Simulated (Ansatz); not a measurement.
# SiHCl3 (trichlorosilane): wB97X/STO-3G

What is the electronic atomisation energy of SiHCl3 (trichlorosilane) at wB97X/STO-3G? 

The calculation is run with Ansatz 0.2.0.

56 further runs of the same task are left out: 10 that didn't finish, 46 set aside as unsound or not needed.

**1. Starting point**

SiHCl3 has 5 atoms, charge 0, and is taken as a singlet. As SMILES, `Cl[SiH](Cl)Cl`. Geometry: relaxed at PBE0-D4/def2-TZVP.

Bond lengths: Cl1–Si2 2.030 Å, Si2–Cl3 2.030 Å, Si2–Cl4 2.030 Å, Si2–H5 1.469 Å. Angles: Cl1–Si2–Cl3 109.5°, Cl1–Si2–Cl4 109.5°, Cl3–Si2–Cl4 109.5°, Cl1–Si2–H5 109.5°, Cl3–Si2–H5 109.4°, Cl4–Si2–H5 109.4°.

**2. The energy at wB97X/STO-3G**

run.yaml reads:

```yaml
crystal:
  periodic: [false, false, false]
  atoms:
    - {symbol: Cl, position_ang: [1.690930, -0.571430, 0.891880]}
    - {symbol: Si, position_ang: [-0.081300, -0.012690, 0.075440]}
    - {symbol: Cl, position_ang: [0.017700, 1.933700, -0.491290]}
    - {symbol: Cl, position_ang: [-0.476020, -1.170520, -1.544190]}
    - {symbol: H, position_ang: [-1.151310, -0.179060, 1.068150]}
basis:
  gaussian: {orbitals: STO-3G}
hamiltonian: {xc: {name: wB97X}}
accuracy: high
```

Run with:

```
$ ansatz run run.yaml --threads 1 --pin off --max-ram 3480MiB --events-out events.jsonl --progress --plain --runs-dir runs
```

What it wrote:

```text
Warning: RAYON_NUM_THREADS=1 ignored (pool sized by the plan → 1); use --threads N
Functional definition: wB97X
  name "wB97X"
  parameter omega = 0.3/bohr
  parameter cx = 0.157706
  parameter cx1 = 0.726479
  parameter cx2 = 1.04760
  parameter cx3 = -5.70635
  parameter cx4 = 13.2794
  parameter css1 = -4.33879
  parameter css2 = 18.2308
  parameter css3 = -31.7430
  parameter css4 = 17.2901
  parameter cos1 = 2.37031
  parameter cos2 = -11.3995
  parameter cos3 = 6.58405
  parameter cos4 = -3.78132
  exchange = spin_sum(e_x_unif_sr(omega)*poly(b97_u_x, 1 - cx, cx1, cx2, cx3, cx4)) + cx*exact_x_sr(omega)
      + exact_x_lr(omega)
  correlation = spin_sum(e_c_pw_same_spin*poly(b97_u_same, 1, css1, css2, css3, css4))
      + integral(e_c_pw_opposite_spin*poly(b97_u_opposite, 1, cos1, cos2, cos3, cos4))
712 factors; integrals over basis functions are off by at most 2.0e-8 eV
215 factors; integrals over basis functions are off by at most 6.4e-10 eV
mean field evaluation 1: about -44961.8651 eV, gradient 2.9e1 eV
mean field evaluation 2: about -44965.2507 eV, gradient 1.2e1 eV
mean field evaluation 4: about -44965.7098 eV, gradient 9.3e-2 eV
mean field evaluation 8: about -44965.6937 eV, gradient 3.9e-4 eV
mean field evaluation 16: about -44965.6937 eV, gradient 1.5e-8 eV
mean field -44965.69372199 eV, -1652.4587654413 hartree, gradient 1.5e-8 eV, S^2 0.000000; 0 other end points of the search recorded, 0 dependent functions left out
reference -44965.69372046 eV, -1652.4587653852 hartree; 33, 33 occupied and 4, 4 virtual orbitals, 712 factors
Total energy: -44965.69372046 eV, -1652.4587653852 hartree
```

Wall time 8.7 s (1 thread of Arm Neoverse V2, shared host); peak memory 0.33 GiB.

**3. The Cl atom**

in.yaml reads:

```yaml
crystal:
  periodic: [false, false, false]
  atoms:
    - {symbol: Cl, position_ang: [0.000000, 0.000000, 0.000000]}
basis:
  gaussian:
    orbitals: STO-3G
magnetization:
  spin_polarized: true
  initial_magnetization: 1
accuracy: high
hamiltonian:
  xc: {name: wB97X}
```

Run the same way, it converges to -455.13323 Eh (log not shown).

**4. The H atom at the same level**

input.yaml reads:

```yaml
crystal:
  periodic: [false, false, false]
  atoms:
    - {symbol: H, position_ang: [0.000000, 0.000000, 0.000000]}
basis:
  gaussian:
    orbitals: STO-3G
hamiltonian:
  xc: {name: wB97X}
accuracy: high
total_charge: 0
magnetization:
  spin_polarized: true
  initial_magnetization: 1
```

Run with:

```
$ ansatz run input.yaml --threads 1 --pin off --max-ram 3480MiB --events-out events.jsonl --progress --plain --runs-dir runs
```

What it wrote (excerpt; [...] marks lines left out):

```text
Warning: RAYON_NUM_THREADS=1 ignored (pool sized by the plan → 1); use --threads N
[... 2 set-up lines as earlier in the session ...]
[...]
      + exact_x_lr(omega)
[...]
      + integral(e_c_pw_opposite_spin*poly(b97_u_opposite, 1, cos1, cos2, cos3, cos4))
1 factors; integrals over basis functions are off by at most 4.6e-10 eV
1 factors; integrals over basis functions are off by at most 2.9e-10 eV
[...]
mean field -12.70558344 eV, -0.4669215794 hartree, gradient 0.0e0 eV, S^2 0.750000; 0 other end points of the search recorded, 0 dependent functions left out
reference -12.70558358 eV, -0.4669215842 hartree; 1, 0 occupied and 0, 1 virtual orbitals, 1 factors
Total energy: -12.70558358 eV, -0.4669215842 hartree
```

Wall time 0.22 s (1 thread of Arm Neoverse V2, shared host).

**5. The Si atom**

in.yaml reads:

```yaml
crystal:
  periodic: [false, false, false]
  atoms:
    - {symbol: Si, position_ang: [0.000000, 0.000000, 0.000000]}
basis:
  gaussian:
    orbitals: STO-3G
magnetization:
  spin_polarized: true
  initial_magnetization: 2
hamiltonian:
  xc: {name: wB97X}
accuracy: high
```

Run with:

```
$ ansatz run in.yaml --threads 1 --pin off --max-ram 3480MiB --events-out events.jsonl --progress --plain --runs-dir runs
```

What it wrote (excerpt; [...] marks lines left out):

```text
Warning: RAYON_NUM_THREADS=1 ignored (pool sized by the plan → 1); use --threads N
[... 2 set-up lines as earlier in the session ...]
[...]
      + exact_x_lr(omega)
[...]
      + integral(e_c_pw_opposite_spin*poly(b97_u_opposite, 1, cos1, cos2, cos3, cos4))
42 factors; integrals over basis functions are off by at most 2.5e-9 eV
29 factors; integrals over basis functions are off by at most 4.1e-10 eV
[...]
mean field -7780.64291389 eV, -285.9333531761 hartree, gradient 3.1e-9 eV, S^2 2.000001; 0 other end points of the search recorded, 0 dependent functions left out
reference -7780.64291330 eV, -285.9333531547 hartree; 8, 6 occupied and 1, 3 virtual orbitals, 42 factors
Total energy: -7780.64291330 eV, -285.9333531547 hartree
```

Wall time 1.4 s (1 thread of Arm Neoverse V2, shared host); peak memory 0.18 GiB.

**6. What came out**

At wB97X/STO-3G:

| quantity | value |
| --- | --- |
| molecule: total energy | -1652.45877 Eh |
| Cl atom: total energy | -455.13323 Eh |
| Cl atom: ⟨S²⟩ | 0.750 |
| H atom: total energy | -0.46692 Eh |
| H atom: ⟨S²⟩ | 0.750 |
| Si atom: total energy | -285.93335 Eh |
| Si atom: ⟨S²⟩ | 2.000 |
| electronic atomisation energy | 17.927 eV |

**Reading.** Taking the molecule apart into free atoms costs 17.93 eV (413 kcal/mol), before zero-point energy and without spin-orbit coupling. In a minimal basis such a difference can be off by several eV, whatever the method.
